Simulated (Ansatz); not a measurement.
# GaHF2: ionisation energy by level of theory

Aim: the vertical ionisation energy of GaHF2, as cation minus neutral at the neutral's geometry, on several levels, and how well −ε(HOMO) stands in for it.

Program: Ansatz 0.2.0, Gaussian basis. Level of theory: unrestricted cation, the program's frozen cores in correlated methods. These are calculated values, not measurements.

Plan: UKS PBE-D4/def2-TZVPP; UKS r2SCAN-D4/def2-TZVPP; UKS PBE0-D4/def2-TZVPP; UKS B3LYP-D4/def2-TZVPP; UKS wB97X-V/def2-TZVPP; UKS wB97M-V/def2-TZVPP; UKS B2PLYP/def2-TZVPP; UHF-CCSD(T)/def2-TZVPP; UHF-MP2/def2-QZVPP; extrapolation to the limit; then −ε(HOMO) from the neutral's earlier runs with LDA (SPW92), PBE-D4, revPBE-D4, BLYP-D4, r2SCAN-D4, B97M-V, PBE0-D4, B3LYP-D4, r2SCANh-D4, r2SCAN0-D4, HSE06-D4, BHLYP-D4, CAM-B3LYP-D4, LC-ωPBE, ωB97X-V, ωB97M-V.

## Step 1: Structure used throughout

The geometry comes from an earlier relaxation with PBE0-D4 in a triple-zeta def2 set; it is a stationary point.

SMILES `[F][GaH][F]`, 4 atoms, charge 0, spin multiplicity 1.

Atoms are counted from 1 here; the program's logs count them from 0.

Bond lengths: F1–Ga2 1.740 Å, Ga2–F3 1.740 Å, Ga2–H4 1.536 Å. Angles: F1–Ga2–F3 111.9°, F1–Ga2–H4 124.0°, F3–Ga2–H4 124.0°.

## Step 2: Cation, UKS PBE-D4/def2-TZVPP

in.yaml

```yaml
crystal:
  periodic: [false, false, false]
  atoms:
    - {symbol: F, position_ang: [-1.012379, -0.497121, 1.241169]}
    - {symbol: Ga, position_ang: [-0.022720, 0.032192, -0.088907]}
    - {symbol: F, position_ang: [1.659895, -0.330672, 0.167678]}
    - {symbol: H, position_ang: [-0.569196, 0.735400, -1.340241]}
basis:
  gaussian: {orbitals: def2-TZVPP}
total_charge: 1
magnetization: {spin_polarized: true, initial_magnetization: 1}
hamiltonian: {xc: pbe, dispersion: d4}
```

On the command line:

```bash
> ansatz run in.yaml --threads 4 --pin off --events-out ev --progress --plain --max-ram 10444MiB
```

After this run come: Cation, UKS r2SCAN-D4/def2-TZVPP; Cation, UKS PBE0-D4/def2-TZVPP; Cation, UKS B3LYP-D4/def2-TZVPP; Cation, UKS wB97X-V/def2-TZVPP; Cation, UKS wB97M-V/def2-TZVPP; Cation, UKS B2PLYP (frozen core)/def2-TZVPP; Cation, UHF-CCSD(T)/def2-TZVPP; Cation, UHF-MP2/def2-QZVPP.

**Question.** What will the summary of the whole plan be? Wanted: ionisation energy, CCSD(T)/def2-TZVPP; nearest functional by difference; nearest −ε(HOMO); −ε(HOMO) of PBE; T1 of the cation.

The runs gave:

| quantity | value |
| --- | --- |
| ionisation energy, CCSD(T)/def2-TZVPP | 13.45 eV |
| nearest functional by difference | ωB97X-V (-0.15 eV) |
| nearest −ε(HOMO) | LC-ωPBE (-0.27 eV) |
| −ε(HOMO) of PBE | 8.69 eV |
| T1 of the cation | 0.145 |

**Reading.** By cation minus neutral, the functionals miss by 1.03 eV at most. The PBE orbital energy is 4.8 eV too small: a semilocal HOMO is no ionisation energy. Among orbital estimates LC-ωPBE comes nearest. Hartree-Fock falls 0.80 eV short, as the neutral has more correlation energy than the cation. The cation's T1 (from the report) is 0.145, above the customary mark of 0.045 for open shells, so the coupled-cluster value is less safe. Correlated methods include outer-core shells of Ga, which these sets cover unevenly. With outer-core shells in play the reference is unsure by up to some tenths of an eV, so close misses can't be ranked.
